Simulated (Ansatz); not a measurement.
Molecular dynamics of HW12C12O

Input:

```yaml
accuracy: low
crystal:
  lattice:
    - [5.75134, 0.0, 0.0]
    - [-2.87567, 4.980807, 0.0]
    - [0.0, 0.0, 21.04285]
  atoms:
    - { symbol: W, position: [0.0, 0.0, 0.0475221] }
    - { symbol: C, position: [0.3333333, 0.1666667, 0.1144603] }
    - { symbol: W, position: [0.0, 0.0, 0.1813984] }
    - { symbol: C, position: [0.3333333, 0.1666667, 0.2483366] }
    - { symbol: W, position: [0.0, 0.0, 0.3152748] }
    - { symbol: C, position: [0.3333333, 0.1666667, 0.382213] }
    - { symbol: W, position: [0.0, 0.5, 0.0475221] }
    - { symbol: C, position: [0.3333333, 0.6666667, 0.1144603] }
    - { symbol: W, position: [0.0, 0.5, 0.1813984] }
    - { symbol: C, position: [0.3333333, 0.6666667, 0.2483366] }
    - { symbol: W, position: [0.0, 0.5, 0.3152748] }
    - { symbol: C, position: [0.3333333, 0.6666667, 0.382213] }
    - { symbol: W, position: [0.5, 0.0, 0.0475221] }
    - { symbol: C, position: [0.8333333, 0.1666667, 0.1144603] }
    - { symbol: W, position: [0.5, 0.0, 0.1813984] }
    - { symbol: C, position: [0.8333333, 0.1666667, 0.2483366] }
    - { symbol: W, position: [0.5, 0.0, 0.3152748] }
    - { symbol: C, position: [0.8333333, 0.1666667, 0.382213] }
    - { symbol: W, position: [0.5, 0.5, 0.0475221] }
    - { symbol: C, position: [0.8333333, 0.6666667, 0.1144603] }
    - { symbol: W, position: [0.5, 0.5, 0.1813984] }
    - { symbol: C, position: [0.8333333, 0.6666667, 0.2483366] }
    - { symbol: W, position: [0.5, 0.5, 0.3152748] }
    - { symbol: C, position: [0.8333333, 0.6666667, 0.382213] }
    - { symbol: O, position: [0.0704407, 0.9004613, 0.5151853] }
    - { symbol: H, position: [0.1304978, 0.926526, 0.5593808] }
basis:
  ecutwfc: 420.0
kpoints:
  mp_grid: { grid: [2, 2, 1] }
hamiltonian:
  xc: pbe
  dispersion: d3bj
  pseudopotentials: { kind: paw, azcp: { folder: soft_1 } }
scf:
  occupations: { method: fermi_dirac, width: 0.05 }
  lower_state_search: "off"
md:
  timestep: 0.5
  n_steps: 250
  ensemble: nve
  initial_velocities: zero
  seed: 218406
  initial_site_velocities:
    - { site: 24, velocity: [0.0, 0.0, -0.150642] }
    - { site: 25, velocity: [0.0, 0.0, -0.150642] }
  constraints: [{ sites: [0, 1, 6, 7, 12, 13, 18, 19] }]
```

Launched with:

```bash
$ ansatz run input.yaml --threads 2 --pin off --max-ram 5120MiB --backend cpu --events-out ev --progress --plain --runs-dir out
```

It starts from an unrelaxed structure (largest force component 5.10 eV/Å).

Output, in part (warnings, step lines):

```
WARN: dispersion: an atom stands within reach of a switch of its C6 between two reference coordination numbers of its element: through that C6 alone, e_disp changes by 0.025 eV or more while the distances to its neighbours run over a stretch of 0.05 Å that contains this geometry (sites counted from …
md step     0: t =     0.00 fs  T =  8595.9 K  F+E_penalty+E_count = -128213.68366292 eV  E_kin = 19.999934 eV  conserved = -128193.68372877 eV  (27 SCF iters)
[... lines left out ...]
```

The steps, from the saved trajectory:

```csv
time (fs),T (K),potential energy less start (eV),conserved less start (meV/atom)
0,8596,0.000,0.00
4,8991,-0.920,0.00
8,9847,-2.912,-0.08
12,10404,-4.212,-0.19
16,9391,-1.870,-0.73
20,3994,10.708,0.06
24,3973,10.749,-0.25
28,6908,3.887,-1.52
32,7266,3.095,0.03
36,7149,3.365,-0.07
40,7286,3.046,-0.07
44,7381,2.824,-0.05
48,6901,3.941,-0.10
52,7623,2.248,-0.56
56,6810,4.143,-0.46
60,5601,6.965,-0.14
64,5918,6.229,-0.09
68,6042,5.943,0.04
72,6804,4.142,-1.05
76,5866,6.329,-0.81
80,5856,6.372,-0.14
84,4832,8.759,0.02
88,5070,8.205,0.06
92,6990,3.734,-0.09
96,7701,2.054,-1.12
100,6676,4.465,-0.08
104,6835,4.091,-0.21
108,6185,5.606,-0.12
112,6020,5.993,0.03
116,6351,5.194,-1.17
120,6350,5.195,-1.21
124,6599,4.646,0.01
```

All steps were run. The conserved energy stayed within 3 meV per atom of its start (net change 0.014 meV per atom), so there is no drift, though single steps change it by up to 94 meV in the whole system, a sign of fast motions only just resolved. A run of 0.12 ps of so small a system gives no equilibrium averages. Limits of this set-up: coarse k mesh, slab without dipole correction, odd electron count without spin, low accuracy level.

Mean squared displacements from the first frame to the last: W 0.02 Å², C 3.60 Å², O 41.65 Å², H 191.79 Å².

Last frame:

```xyz
26
Lattice="5.7513 0.0000 0.0000 -2.8757 4.9808 0.0000 0.0000 0.0000 21.0429" Properties=species:S:1:pos:R:3
W 0.000 0.000 1.000
C 1.438 0.830 2.409
W -0.071 0.046 3.693
C 1.328 0.961 5.133
W 0.036 -0.020 6.561
C 4.070 1.734 8.695
W -1.438 2.490 1.000
C 0.000 3.321 2.409
W -1.507 2.528 3.751
C -0.057 3.359 5.295
W -1.631 2.678 6.564
C 1.883 0.409 12.399
W 2.876 0.000 1.000
C 4.314 0.830 2.409
W 2.809 0.039 3.744
C 4.221 0.890 5.341
W 2.598 0.064 6.519
C 5.316 0.576 8.354
W 1.438 2.490 1.000
C 2.876 3.321 2.409
W 1.379 2.533 3.743
C 2.741 3.349 5.090
W 1.386 2.551 6.532
C 3.035 2.497 9.492
O 3.112 0.927 11.811
H 8.157 -1.403 19.130
```

Time of the run: 45 min on 2 threads of Arm Neoverse V1, with other jobs on the host, peak memory 1.5 GiB.
